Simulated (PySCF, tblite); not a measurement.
# C₆H₈NO radical: geometry, infrared bands and EPR parameters

What infrared bands and EPR parameters should C₆H₈NO radical (`O=[C]N[C@@H]1CC12CC2`) show?

Computed with tblite 0.8.0 and PySCF 2.14.0, with density-fitted response routines of our own, on a single molecule in the gas phase. Atoms are numbered from 0 throughout.

## Step 1: The starting structure

16 atoms, charge 0, multiplicity 2; geometry from: force field or distance geometry start.

Bonds of the start (Å): O0–C1 1.19, C1–N2 1.32, N2–C3 1.42, C3–C4 1.53, C4–C5 1.46, C5–C6 1.46, C6–C7 1.54, C5–C3 1.46, C7–C5 1.45, N2–H8 1.01, C3–H9 1.10, C4–H10 1.09, C4–H11 1.08, C6–H12 1.09, C6–H13 1.08, C7–H14 1.09, C7–H15 1.09.

## Step 2: Optimising the geometry with GFN2-xTB

The job: settings as JSON, then the geometry in Å.

```
{"job": {"kind": "relax", "xc": "GFN2-xTB", "basis": "xTB"}, "charge": 0, "multiplicity": 2}
O      4.020100     0.338400     1.041600
C      2.869800     0.530100     0.807000
N      1.586600     0.745800     0.563000
C      0.648800    -0.319200     0.546700
C      0.340400    -1.078400    -0.743200
C     -0.648400    -0.211400    -0.120200
C     -1.523200     0.873100    -0.552000
C     -2.040100    -0.317200     0.269000
H      1.305000     1.693200     0.337800
H      0.663500    -0.922200     1.471200
H      0.816700    -0.737300    -1.661900
H      0.200500    -2.152200    -0.685900
H     -1.465300     1.827500    -0.034300
H     -1.796400     0.922400    -1.596600
H     -2.668000    -1.039000    -0.246800
H     -2.317400    -0.144500     1.311300
```

Launch:

```bash
> OMP_NUM_THREADS=1 python probes_run.py task.json out
```

This one command runs all jobs of the session in turn.

The log of the run:

```text
step      E/eV     max force
  0    -646.49715    3.722
  1    -646.42711    7.593
  2    -646.64341    0.423
  3    -646.65565    0.343
  4    -646.67476    0.426
  5    -646.69036    0.661
  6    -646.74404    1.482
  7    -646.79782    1.901
  8    -646.89558    2.656
  9    -646.97198    2.666
 10    -647.04995    0.877
 11    -647.09356    1.099
 12    -647.13820    0.914
 13    -647.16836    0.637
 14    -647.18695    0.537
 15    -647.20958    0.468
 16    -647.23096    0.379
 17    -647.24696    0.394
 18    -647.25977    0.336
 19    -647.27236    0.305
 20    -647.28284    0.368
 21    -647.29007    0.167
 22    -647.29447    0.228
 23    -647.29740    0.188
 24    -647.29937    0.098
 25    -647.30091    0.093
 26    -647.30233    0.106
 27    -647.30394    0.108
 28    -647.30551    0.135
 29    -647.30667    0.137
 30    -647.30744    0.088
 31    -647.30805    0.056
 32    -647.30856    0.068
 33    -647.30896    0.092
 34    -647.30928    0.078
 35    -647.30957    0.037
 36    -647.30980    0.033
 37    -647.31000    0.056
 38    -647.31024    0.076
 39    -647.31060    0.074
 40    -647.31107    0.054
 41    -647.31152    0.054
 42    -647.31192    0.057
 43    -647.31233    0.076
 44    -647.31290    0.078
 45    -647.31362    0.070
 46    -647.31428    0.055
 47    -647.31479    0.056
 48    -647.31525    0.069
 49    -647.31585    0.072
 50    -647.31663    0.072
 51    -647.31740    0.055
 52    -647.31792    0.057
 53    -647.31822    0.093
 54    -647.31848    0.061
 55    -647.31889    0.058
 56    -647.32021    0.070
 57    -647.32100    0.076
 58    -647.32210    0.083
 59    -647.32289    0.069
 60    -647.32376    0.084
 61    -647.32456    0.079
 62    -647.32555    0.140
 63    -647.32679    0.112
 64    -647.32783    0.091
 65    -647.32859    0.053
 66    -647.32896    0.052
 67    -647.32996    0.071
 68    -647.33063    0.078
 69    -647.33154    0.100
 70    -647.33197    0.205
 71    -647.33299    0.077
 72    -647.33368    0.087
 73    -647.33481    0.080
 74    -647.33573    0.109
 75    -647.33724    0.139
 76    -647.33890    0.112
 77    -647.34061    0.095
 78    -647.34178    0.083
 79    -647.34259    0.165
 80    -647.34365    0.100
 81    -647.34426    0.056
 82    -647.34481    0.098
 83    -647.34501    0.100
 84    -647.34557    0.065
 85    -647.34599    0.058
 86    -647.34652    0.058
 87    -647.34694    0.045
 88    -647.34718    0.030
 89    -647.34733    0.035
 90    -647.34749    0.062
 91    -647.34769    0.089
 92    -647.34801    0.112
 93    -647.34826    0.094
 94    -647.34860    0.063
 95    -647.34890    0.049
 96    -647.34920    0.045
 97    -647.34939    0.041
 98    -647.34949    0.055
 99    -647.34956    0.026
100    -647.34960    0.018
101    -647.34964    0.020
102    -647.34971    0.031
103    -647.34982    0.034
104    -647.34994    0.026
105    -647.35003    0.019
106    -647.35009    0.019
107    -647.35016    0.021
108    -647.35024    0.019
109    -647.35032    0.020
110    -647.35039    0.016
111    -647.35042    0.015
112    -647.35045    0.010
113    -647.35046    0.008
```

It took 0.65 s on 1 thread of Arm Neoverse V1, shared host; peak memory 0.18 GiB.

Step by step: (not every step is listed) (the energy doesn't fall at every step)

```csv
step,energy from step 0 (eV),largest force (eV/Å)
0,0.0000,3.7220
1,0.0700,7.5926
2,-0.1463,0.4235
3,-0.1585,0.3433
4,-0.1776,0.4257
5,-0.1932,0.6614
6,-0.2469,1.4824
7,-0.3007,1.9008
8,-0.3984,2.6560
18,-0.7626,0.3358
28,-0.8084,0.1346
38,-0.8131,0.0757
48,-0.8181,0.0690
58,-0.8249,0.0825
68,-0.8335,0.0779
78,-0.8446,0.0830
88,-0.8500,0.0300
98,-0.8523,0.0551
108,-0.8531,0.0186
109,-0.8532,0.0199
110,-0.8532,0.0157
111,-0.8533,0.0147
112,-0.8533,0.0097
113,-0.8533,0.0078
```

Close pairs (by a distance rule), those that changed most:

```csv
bond,before (Å),after (Å),change (Å)
N2–C3,1.419,1.450,+0.031
C5–C7,1.449,1.480,+0.031
C4–C5,1.455,1.484,+0.029
C6–C7,1.536,1.512,-0.023
C3–H9,1.104,1.082,-0.022
C5–C6,1.459,1.480,+0.021
O0–C1,1.190,1.204,+0.015
C3–C5,1.463,1.476,+0.013
```

The final coordinates are the input of the step that follows.

## Step 3: Vibrational analysis with GFN2-xTB

The job: settings as JSON, then the geometry in Å.

```
{"job": {"kind": "ir", "xc": "GFN2-xTB", "basis": "xTB"}, "charge": 0, "multiplicity": 2}
O      3.144638     0.341955     2.032236
C      2.722539     0.926481     1.067628
N      1.712155     0.709980     0.254321
C      0.789497    -0.405636     0.340513
C      0.328400    -1.077095    -0.937364
C     -0.595890    -0.233626    -0.138883
C     -1.521442     0.893594    -0.391163
C     -1.969083    -0.310574     0.406653
H      1.538470     1.357218    -0.500923
H      0.999293    -1.010377     1.213250
H      0.697821    -0.685319    -1.875150
H      0.199826    -2.149717    -0.934654
H     -1.360727     1.822303     0.137892
H     -1.920190     1.022153    -1.387273
H     -2.665819    -0.997038    -0.052029
H     -2.107088    -0.195359     1.471631
```

The log of the run:

```text
mode    cm-1     km/mol
  1      34.2      6.07
  2     122.7      5.12
  3     164.4      4.06
  4     219.2      3.09
  5     294.2      8.17
  6     320.9     19.05
  7     395.9      8.21
  8     457.5     10.43
  9     551.2     48.73
 10     652.0      1.96
 11     684.6      2.64
 12     800.0      0.33
 13     839.1      0.40
 14     866.1      0.03
 15     925.2      4.40
 16     960.3      2.41
 17    1007.3      8.34
 18    1019.6      3.65
 19    1062.2      0.50
 20    1071.4      0.93
 21    1073.2      0.32
 22    1089.2     11.83
 23    1116.2      3.95
 24    1136.8      0.15
 25    1148.3      9.82
 26    1168.5      0.92
 27    1195.0      5.45
 28    1255.4      3.92
 29    1366.3     51.22
 30    1426.1      0.32
 31    1431.1      0.07
 32    1451.7      0.67
 33    1618.9      2.43
 34    1858.0    681.91
 35    3061.3      3.04
 36    3070.8     23.83
 37    3074.1     19.15
 38    3077.5      7.46
 39    3081.2     19.52
 40    3084.3     37.44
 41    3096.3     50.22
 42    3427.1      7.81
```

Wall time 0.45 s (1 thread of Arm Neoverse V1, shared host); peak memory 0.18 GiB.

Which atoms move in the most intense modes:

```csv
cm⁻¹,km/mol,atoms
551,48.7,"H8 80 %, C1 13 %"
1366,51.2,"H8 40 %, N2 30 %, H9 11 %"
1858,681.9,"C1 65 %, O0 32 %"
3071,23.8,"H10 65 %, H11 18 %, H9 11 %"
3074,19.1,"H12 70 %, H13 16 %"
3081,19.5,"H15 45 %, H14 37 %"
3084,37.4,"H11 68 %, H10 12 %"
3096,50.2,"H15 40 %, H14 23 %, H13 16 %, H12 12 %"
```

## Step 4: EPR parameters: B3LYP/pcH-1

Same as in step 3 but for these lines:

```diff
@@ -1,2 +1,2 @@
-{"job": {"kind": "ir", "xc": "GFN2-xTB", "basis": "xTB"}, "charge": 0, "multiplicity": 2}
+{"job": {"kind": "epr", "basis": "pcH-1"}, "charge": 0, "multiplicity": 2}
 O      3.144638     0.341955     2.032236
```

Method: UKS B3LYP, pcH-1 on C H N O, non-relativistic, mean-field spin-orbit, GIAO.

The log of the run:

```text
UKS, coarse grid
  cycle   1  E = -363.18649451  |g| = 6.02e-01
  cycle   2  E = -362.48173549  |g| = 1.45e+00
  cycle   3  E = -363.32124298  |g| = 1.70e-01
  cycle   4  E = -363.33257852  |g| = 7.27e-02
  cycle   5  E = -363.33473581  |g| = 2.15e-02
  cycle   6  E = -363.33492669  |g| = 6.26e-03
  cycle   7  E = -363.33494351  |g| = 2.36e-03
  cycle   8  E = -363.33494614  |g| = 8.98e-04
UKS, final grid
  cycle   1  E = -363.33495675  |g| = 1.33e-03
  cycle   2  E = -363.33495480  |g| = 2.59e-03
  cycle   3  E = -363.33495752  |g| = 4.25e-04
  cycle   4  E = -363.33495759  |g| = 8.81e-05
  cycle   5  E = -363.33495760  |g| = 5.30e-05
  cycle   6  E = -363.33495760  |g| = 1.64e-05
E = -363.33495760 Eh   <S^2> = 0.7530 (exact 0.7500)
g shifts (ppm)      1          2          3
  rmc          -237       -237       -237
  gc             46         19       -136
  oz_so       -3302       -190       2374
  total       -3493       -408       2001
hyperfine (MHz)  atom isotope    a_iso     a_fc   dipolar eigenvalues
    0   17O     -49.24     -49.24   -112.59     55.23     57.36
    1   13C     439.66     439.66    -49.44    -45.46     94.90
    2   14N      70.19      70.19     -5.12     -2.58      7.70
    3   13C      35.99      35.99     -5.84     -5.38     11.22
    4   13C      -1.88      -1.88     -0.47     -0.31      0.78
    5   13C      -1.40      -1.40     -0.73     -0.39      1.12
    6   13C       1.60       1.60     -0.48     -0.39      0.87
    7   13C       0.73       0.73     -0.41     -0.35      0.76
    8    1H       9.43       9.43     -9.35     -6.40     15.75
    9    1H      -3.97      -3.97     -5.17      0.12      5.06
   10    1H       3.89       3.89     -1.20     -1.08      2.28
   11    1H       1.92       1.92     -0.97     -0.63      1.60
   12    1H       0.40       0.40     -1.02     -0.65      1.67
   13    1H      -0.30      -0.30     -0.56     -0.53      1.10
   14    1H       1.07       1.07     -0.53     -0.32      0.84
   15    1H      -0.27      -0.27     -0.68     -0.44      1.12
```

Wall time 83 s (1 thread of Arm Neoverse V1, shared host); peak memory 0.97 GiB.

Principal g values 1.99883, 2.00191, 2.00432; g(iso) = 2.00169, against 2.00232 for a free electron.

Hyperfine couplings, nucleus by nucleus at this fixed geometry (no averaging over rotations):

```csv
nuclei,isotope,a(iso) (MHz),"a(iso) (G, at g = 2.0023)",largest dipolar term (MHz)
C1,13C,439.7,156.9,94.9
N2,14N,70.2,25.0,7.7
O0,17O,-49.2,-17.6,-112.6
C3,13C,36.0,12.8,11.2
H8,1H,9.4,3.4,15.7
H9,1H,-4.0,-1.4,-5.2
H10,1H,3.9,1.4,2.3
H11,1H,1.9,0.7,1.6
C4,13C,-1.9,-0.7,0.8
C6,13C,1.6,0.6,0.9
C5,13C,-1.4,-0.5,1.1
H14,1H,1.1,0.4,0.8
C7,13C,0.7,0.3,0.8
H12,1H,0.4,0.1,1.7
```

Mulliken spin populations:

O0 0.28; C1 0.67; N2 -0.01; C3 0.06; C4 0.00; C5 0.00; C6 0.00; C7 0.00; H8 0.00; H9 0.00; H10 0.00; H11 0.00; H12 0.00; H13 0.00; H14 0.00; H15 0.00

In first order the couplings over 0.8 MHz of 14N, 1H give 96 distinct lines over 57.3 G.

The fields below are evaluated on a grid from the run's orbitals.

ELF in a plane through or near 4 of the atoms.

Ten even steps from '0' (0.00) to '9' (1.00):
```
0000000000000000000000000000
0000000000000000000000000000
0000000000000000000000000000
0000000000000000100000000000
0000001100000038971000000000
0000157620000089995000000000
0000278842320079996100000000
0000289865761027865410000000
0000287377572047336520000000
0000166683273268845300000000
0000022378763345520000000000
0000000144346578610000000000
0000000000157227510000000000
0000000000135456310000000000
0000000000013687300000000000
0000000000001587300000000000
0000000000000253100000000000
0000000000000000000000000000
0000000000000000000000000000
0000000000000000000000000000
```
The map spans 12.3 Å across and 9.9 Å up, centred on the molecule. Atoms in the plane (x, y in Å): N2 (-1.8, 0.4), C4 (0.0, -1.5), C6 (1.5, 0.9), H12 (1.1, 1.9).

On the surface of density 0.002 e/bohr³ the electrostatic potential runs, from the 1st to the 99th percentile, from -1.77 V near O0 to 2.10 V near H8.

The spin density lies nearest to C1 57 %; O0 30 %; N2 6 %.

## Step 5: Results

| quantity | value |
| --- | --- |
| strongest single infrared mode (GFN2-xTB) | 1858 cm⁻¹, 682 km/mol |
| zero-point energy (GFN2-xTB) | 79.7 kcal/mol |
| g(iso) (B3LYP) | 2.00169 |
| ⟨S²⟩ | 0.753 (exact 0.75) |
| largest a(iso) | 13C on C1, 439.7 MHz |
| surface potential, 1st and 99th percentile | -1.77 V and 2.10 V |

The optimisation took 113 steps and gained 0.853 eV; among the close pairs (by a distance rule), N2–C3 changed most, from 1.419 to 1.450 Å. All 42 modes are real, so the xTB geometry is a minimum. The strongest single mode, at 1858 cm⁻¹, moves mainly C1. Unscaled tight-binding wavenumbers are off by several per cent, some by more. Its intensities can rank the bands wrongly. The largest share of the spin, 0.67 e, sits on C1. The isotropic g lies 0.6 ppt below the free-electron value.
